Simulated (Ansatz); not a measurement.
# FH4OSiSn radical: one species, many methods

An exercise on one series of results from a longer session: the logs are not shown, and one member is left open.

Computed with Ansatz 0.2.0, Gaussian basis. Level: functionals in def2-TZVPP, the program's frozen cores in correlated methods.

Plan: LDA (SPW92), PBE-D4, revPBE-D4, BLYP-D4, r2SCAN-D4, B97M-V, PBE0-D4, B3LYP-D4, r2SCANh-D4, r2SCAN0-D4, HSE06-D4, BHLYP-D4, CAM-B3LYP-D4, LC-ωPBE, ωB97X-V, ωB97M-V, B2PLYP, PBE-QIDH; CCSD(T)/def2-SVP; CCSD(T)/def2-TZVPP; MP2/def2-QZVPP; extrapolation to the limit; RPA on PBE.

**The relaxed structure**

All runs share one geometry, relaxed beforehand with PBE0-D4 in a triple-zeta def2 set. Sn takes the def2 core potential; no spin-orbit term is included.

SMILES `[F][SnH][O][SiH3]`, 8 atoms, charge 0, spin multiplicity 2.

Atoms are counted from 1 here; the program's logs count them from 0.

Bond lengths: F1–Sn2 1.929 Å, Sn2–O3 1.951 Å, Sn2–H5 1.742 Å, O3–Si4 1.640 Å, Si4–H6 1.486 Å, Si4–H7 1.486 Å, Si4–H8 1.490 Å. Angles: F1–Sn2–O3 102.1°, F1–Sn2–H5 106.1°, O3–Sn2–H5 105.6°, Sn2–O3–Si4 137.7°, O3–Si4–H6 108.6°, O3–Si4–H7 110.5°, O3–Si4–H8 111.0°, H6–Si4–H7 109.2°, H6–Si4–H8 108.8°, H7–Si4–H8 108.7°.

Set-up of the first run:

Contents of in.yaml:

```yaml
crystal:
  periodic: [false, false, false]
  atoms:
    - {symbol: F, position_ang: [-1.607292, 1.731735, 1.020339]}
    - {symbol: Sn, position_ang: [-0.420697, 1.874538, -0.493480]}
    - {symbol: O, position_ang: [0.210005, 0.039323, -0.694426]}
    - {symbol: Si, position_ang: [0.713760, -1.182680, 0.276905]}
    - {symbol: H, position_ang: [-1.435741, 2.176268, -1.877067]}
    - {symbol: H, position_ang: [1.729067, -1.982092, -0.456730]}
    - {symbol: H, position_ang: [-0.427241, -2.061325, 0.643632]}
    - {symbol: H, position_ang: [1.330339, -0.652868, 1.525027]}
basis:
  gaussian: {orbitals: def2-TZVPP}
magnetization: {spin_polarized: true, initial_magnetization: 1}
hamiltonian: {xc: lda}
output: {orbitals: {seedname: orbitals}}
```

Steps of the session up to this table: LDA; PBE-D4 (GGA); revPBE-D4 (GGA); BLYP-D4 (GGA); r2SCAN-D4 (meta-GGA); B97M-V (meta-GGA); PBE0-D4 (hybrid); B3LYP-D4 (hybrid); r2SCANh-D4 (hybrid); r2SCAN0-D4 (hybrid); HSE06-D4 (hybrid); BHLYP-D4 (hybrid); CAM-B3LYP-D4 (range-separated); LC-ωPBE-D4 (range-separated; the results give it without D4); ωB97X-V (range-separated); ωB97M-V (range-separated); B2PLYP (double hybrid); PBE-QIDH (double hybrid).

One table of the session follows, with a row left open; its other results are not shown here.

It belongs to the step «Orbital energies across the functionals». 

```
  functional  HOMO (eV)  LUMO (eV)  gap (eV)
 LDA (SPW92)      -6.08      -5.28      0.79
      PBE-D4      -6.00      -4.96      1.04
   revPBE-D4      -5.97      -4.85      1.12
     BLYP-D4      -5.87      -4.99      0.89
   r2SCAN-D4      -6.43      -4.69      1.74
      B97M-V      -6.25      -5.17      1.07
     PBE0-D4          ?          ?         ?
    B3LYP-D4      -6.99      -4.53      2.46
  r2SCANh-D4      -6.88      -4.38      2.50
  r2SCAN0-D4      -7.55      -3.92      3.63
    HSE06-D4      -6.83      -4.51      2.32
    BHLYP-D4      -8.29      -3.39      4.90
CAM-B3LYP-D4      -8.50      -3.26      5.23
     LC-ωPBE      -9.81      -1.85      7.96
     ωB97X-V      -9.37      -2.26      7.11
     ωB97M-V      -9.31      -2.39      6.91
```

Estimate the missing values for PBE0-D4.

**Answer.** HOMO (eV): -7.22; LUMO (eV): -4.13; gap (eV): 3.09. In the column «HOMO (eV)» it lies between r2SCAN0-D4 (-7.55) and B3LYP-D4 (-6.99).
